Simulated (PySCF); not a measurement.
# Si2H5ClO (SMILES O[SiH]([SiH3])Cl) at B2PLYP/cc-pVDZ

Aim: the energy change on altering one bond length of Si2H5ClO at B2PLYP/cc-pVDZ, from 2 runs. 

Program for the calculation: PySCF 2.14.0.

2 further runs of the same task are left out: 2 set aside as unsound or not needed.

## (1) The system as given

Si2H5ClO: 9 atoms, total charge 0, spin state singlet. SMILES: `O[SiH]([SiH3])Cl`. Geometry: relaxed at PBE0-D4/def2-TZVP. This is one conformer, not always the lowest.

Bond lengths: O1–Si2 1.639 Å, Si2–Si3 2.335 Å, Si2–Cl4 2.068 Å, O1–H5 0.959 Å, Si2–H6 1.486 Å, Si3–H7 1.487 Å, Si3–H8 1.485 Å, Si3–H9 1.487 Å. Some angles: O1–Si2–Si3 107.4°, O1–Si2–Cl4 110.6°, Si3–Si2–Cl4 108.6°, O1–Si2–H6 111.0°, Si3–Si2–H6 114.5°, Cl4–Si2–H6 104.7°, Si2–O1–H5 118.4°, Si2–Si3–H7 110.4°, Si2–Si3–H8 109.5°, Si2–Si3–H9 108.6°.

## (2) A single-point energy at B2PLYP/cc-pVDZ

Contents of input.xyz:

```xyz
9
ClH5OSi2
O      0.516900     0.942100    -1.606400
Si    -0.265600     0.799800    -0.173200
Si     0.351900    -1.250200     0.759300
Cl    -2.313400     0.805800    -0.459000
H      0.374000     1.735000    -2.126800
H     -0.002900     1.975800     0.697100
H      1.819900    -1.291800     0.992500
H     -0.039700    -2.350400    -0.158700
H     -0.352700    -1.412300     2.058200
```

Contents of job.py:

```python
from pyscf import gto, dft, mp

molecule = gto.Mole()
molecule.atom = 'input.xyz'
molecule.basis = 'cc-pvdz'
molecule.charge = 0
molecule.spin = 0
molecule.verbose = 3
molecule.max_memory = 1860
molecule.build()

mf = dft.RKS(molecule)
mf.xc = '0.53*HF + 0.47*B88, 0.73*LYP'
mf.grids.level = 5
mf.conv_tol = 1e-10
mf.kernel()
if not mf.converged:
    mf = mf.newton().run(mf.mo_coeff, mf.mo_occ)

pt = mp.MP2(mf, frozen=16).run()
etot = mf.e_tot + 0.27 * pt.e_corr
print('PT2 part  %.8f' % (0.27 * pt.e_corr))
print(f'total energy: {etot:.8f} hartree')
```

Launch:

```console
$ OMP_NUM_THREADS=1 python job.py
```

Output:

```text
converged SCF energy = -1116.85247130616
E(RMP2) = -1117.489154315  E_corr = -0.63668300884051
E(SCS-RMP2) = -1117.48620268888  E_corr = -0.633731382716675
PT2 part  -0.17190441
total energy: -1117.02437572 hartree
```

Wall time 15 s (1 thread of Intel Xeon 6975P-C (Granite Rapids), shared host); peak memory 0.48 GiB.

## (3) The distorted shape, same level

Contents of input.py:

```python
from pyscf import gto, dft, mp

molecule = gto.Mole()
molecule.atom = '''
O    0.728263   0.990726  -1.996039
Si  -0.054237   0.848426  -0.562839
Si   0.563263  -1.201574   0.369661
Cl  -2.102037   0.854426  -0.848639
H    0.585363   1.783626  -2.516439
H    0.208463   2.024426   0.307461
H    2.031263  -1.243174   0.602861
H    0.171663  -2.301774  -0.548339
H   -0.352700  -1.412300   2.058200
'''
molecule.verbose = 3
molecule.basis = 'cc-pvdz'
molecule.charge = 0
molecule.max_memory = 1860
molecule.build()

mf = dft.RKS(molecule)
mf.xc = '0.53*HF + 0.47*B88, 0.73*LYP'
mf.conv_tol = 1e-10
mf.grids.level = 5
mf.kernel()
if not mf.converged:
    mf = mf.newton().run(mf.mo_coeff, mf.mo_occ)

pt = mp.MP2(mf, frozen=16).run()
etot = mf.e_tot + 0.27 * pt.e_corr
print('PT2 part  %.8f' % (0.27 * pt.e_corr))
print('E = %.10f Eh' % etot)
```

Launch:

```console
$ OMP_NUM_THREADS=1 python input.py
```

Output:

```text
converged SCF energy = -1116.81511455715
E(RMP2) = -1117.45612834858  E_corr = -0.641013791425387
E(SCS-RMP2) = -1117.45405396231  E_corr = -0.638939405157994
PT2 part  -0.17307372
E = -1116.9881882808 Eh
```

Run time: 15 s. Hardware: 1 thread of Intel Xeon 6975P-C (Granite Rapids), shared host; peak memory 0.48 GiB.

## (4) Summary of results

At B2PLYP/cc-pVDZ, 16 core orbitals frozen:

| quantity | value |
| --- | --- |
| first shape: total energy | -1117.02438 Eh |
| first shape: dipole moment (SCF part) | 1.49 D |
| first shape: HOMO energy (SCF part's orbitals) | -9.12 eV |
| first shape: LUMO energy (SCF part's orbitals) | 1.29 eV |
| first shape: HOMO–LUMO gap (SCF part's orbitals) | 10.41 eV |
| distorted shape: total energy | -1116.98819 Eh |
| distorted shape: dipole moment (SCF part) | 1.94 D |
| distorted shape: HOMO energy (SCF part's orbitals) | -9.15 eV |
| distorted shape: LUMO energy (SCF part's orbitals) | 0.47 eV |
| distorted shape: HOMO–LUMO gap (SCF part's orbitals) | 9.63 eV |
| energy change with the Si3–H9 bond stretched from 1.487 to 1.933 Å | 0.985 eV |

In words: With the Si3–H9 bond stretched from 1.487 to 1.933 Å the energy rises by 0.98 eV (22.7 kcal/mol). The first shape isn't relaxed at this level, so the change isn't measured from a minimum. Mulliken charges (first shape) run from -0.39 on O1 to +0.59 on Si2; they depend strongly on the basis. Mulliken charges (distorted shape) run from -0.39 on O1 to +0.60 on Si2; they depend strongly on the basis.
